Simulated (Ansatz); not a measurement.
# Cd2S under changes of volume

One of the cells (26.333 Å³/atom); the others are scaled copies at fixed shape and fractional positions:

```
CELL_PARAMETERS angstrom
3.96267 0.00000 0.00000
-1.98134 3.43177 0.00000
0.00000 0.00000 5.80919
ATOMIC_POSITIONS crystal
Cd 0.33333 0.66667 0.93272
Cd 0.66667 0.33333 0.57873
S 0.33333 0.66667 0.36571
```

The cell comes from a database or a generator and needn't be the stable form of this composition.

```yaml
Program: Ansatz 0.2.0
Functional: PBEsol
Potentials_or_basis: Ansatz PAW
Cutoff: "420 eV (not typed: the program's choice for these potentials)"
k_mesh: 8 × 8 × 5
Occupations: fermi-dirac, width 0.05 eV
Spin: no spin polarisation
```

```tsv
volume (Å³/atom)	energy over the lowest point (meV/atom)	pressure (GPa)	gap on the mesh (eV)	largest force (eV/Å)
24.753	0.00	-0.3	0.20	0.106
25.280	2.80	-1.3	0.20	0.057
25.806	?	?	?	?
26.333	17.31	-3.0	0.22	0.145
26.860	28.34	-3.7	0.24	0.215
27.386	41.49	-4.3	0.26	0.280
27.913	56.50	-4.8	0.28	0.341
```

Task: What does the run at 25.806 Å³/atom give?

Result: Energy over the lowest point 8.69 meV/atom; pressure -2.2 GPa; gap on the mesh 0.21 eV; largest force 0.082 eV/Å.

Worked out: A Birch-Murnaghan fit of order 3 (a polynomial in V^(-2/3)) to the other rows has its minimum at 24.59 Å³/atom, just outside them, with B0 = V·E''(V) = 52 GPa and B' = 4.9 at fixed shape and positions, which overstates the stiffness. It gives 8.68 meV/atom at 25.806 Å³/atom, against the run's 8.69, and -dE/dV = -2.2 GPa, against -2.2. A parabola through the other rows of the gap, of slope 0.491 eV per unit of ln V there, gives 0.21 eV, against the run's 0.21.

Energies are extrapolated to zero smearing.

Caveats: odd divisions of the mesh miss points on the zone boundary, where band edges often lie, so the gap on the mesh can be too wide; the PAW data sets come from PBE, with cores solved anew for the run's functional, which leaves a small shift of forces and pressure.

A mesh can miss the band edges. Spin-orbit coupling on Cd is left out.
